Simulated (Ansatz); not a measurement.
# Sb: stress in a strained cell

Aim: deform Sb (equal xx and yy strain of -2 %) and compute stress, forces and field gradients with LAPW, PAW and all-electron datasets made for the crystal.

Method: DFT PBEsol, scalar-relativistic, in Ansatz 0.2.0.

### Step 1. The structure to begin with

The structure is cubic, space group Fm-3m (No. 225). The conventional cell has a = 4.610 Å, b = 4.610 Å, c = 4.610 Å, α = 90.00°, β = 90.00°, γ = 90.00°. Around Sb (site symmetry m-3m) lie 12 Sb at 3.26 Å.

Structure file:

```xyz
1
Lattice="0.0000 2.3050 2.3050 2.3050 0.0000 2.3050 2.3050 2.3050 0.0000" Properties=species:S:1:pos:R:3 pbc="T T T"
Sb    0.0000    0.0000    0.0000
```

### Step 2. The deformed structure

Space group Fm-3m before, I4/mmm after.

### Step 3. Full-potential LAPW

Input file input.yaml:

```yaml
crystal:
  lattice:
    - [0.0, 2.2589, 2.305]
    - [2.2589, 0.0, 2.305]
    - [2.2589, 2.2589, 0.0]
  atoms:
    - { symbol: Sb, position: [0.0, 0.0, 0.0] }
kpoints:
  mp_grid: { grid: [14, 14, 14] }
  band_path:
    path:
      - [0.0, 0.0, 0.0]
      - [0.0, 0.5, 0.5]
      - [0.25, 0.75, 0.5]
      - [0.0, 0.5, 0.0]
      - [0.0, 0.0, 0.0]
      - [0.5, 0.5, 0.0]
      - [0.37005, 0.62995, 0.0]
      - [-0.37005, 0.37005, 0.0]
      - [0.0, 0.0, 0.0]
    npoints: 5
scf:
  occupations: { method: fermi_dirac, width: 0.03 }
hamiltonian:
  xc: pbesol
  pseudopotentials: { kind: all_electron, lapw: { basis_error: 0.00025 } }
output:
  forces: true
  stress: true
  eigenvalues: true
```

Command:

```bash
> ansatz run input.yaml --threads 1 --pin off --max-ram 3072MiB --backend cpu --events-out ev --progress --plain --runs-dir out
```

### Step 4. PAW on the default files

Input file input.yaml:

```yaml
crystal:
  lattice:
    - [0.0, 2.2589, 2.305]
    - [2.2589, 0.0, 2.305]
    - [2.2589, 2.2589, 0.0]
  atoms:
    - { symbol: Sb, position: [0.0, 0.0, 0.0] }
kpoints:
  mp_grid: { grid: [14, 14, 14] }
scf:
  occupations: { method: fermi_dirac, width: 0.03 }
hamiltonian:
  xc: pbesol
  pseudopotentials: { kind: paw }
output:
  forces: true
  stress: true
  eigenvalues: true
  efg: { contact_densities: true }
  write_density: true
  write_potential: true
  elf: true
  volumetric_format: npy
```

### Step 5. Datasets made for this crystal

input.yaml: that of step 4 with these lines changed.

```diff
@@ -13,3 +13,3 @@
   xc: pbesol
-  pseudopotentials: { kind: paw }
+  pseudopotentials: { kind: all_electron, datasets: crystal }
 output:
@@ -19,5 +19 @@
   efg: { contact_densities: true }
-  write_density: true
-  write_potential: true
-  elf: true
-  volumetric_format: npy
```

(Steps that only read results are left out.)

What does the calculation give? Wanted: pressure; largest shear or deviatoric stress.

**Answer**, as computed:

| quantity | value |
| --- | --- |
| pressure | LAPW 9.11, PAW 9.09, crystal datasets 9.11 GPa |
| largest shear or deviatoric stress (LAPW) | 1.23 GPa |

**Reading.** The largest part of the stress beyond the pressure is 1.23 GPa in size, in the zz component. No run of the undeformed cell stands beside it, so the pressure holds what the given cell had before the change. PAW: stress within 0.02 GPa of LAPW. Crystal datasets: stress within 0.01 GPa of LAPW. Spin-orbit coupling is left out, though the cell holds Sb; in elements this heavy it can shift bands and gaps by tenths of an eV.
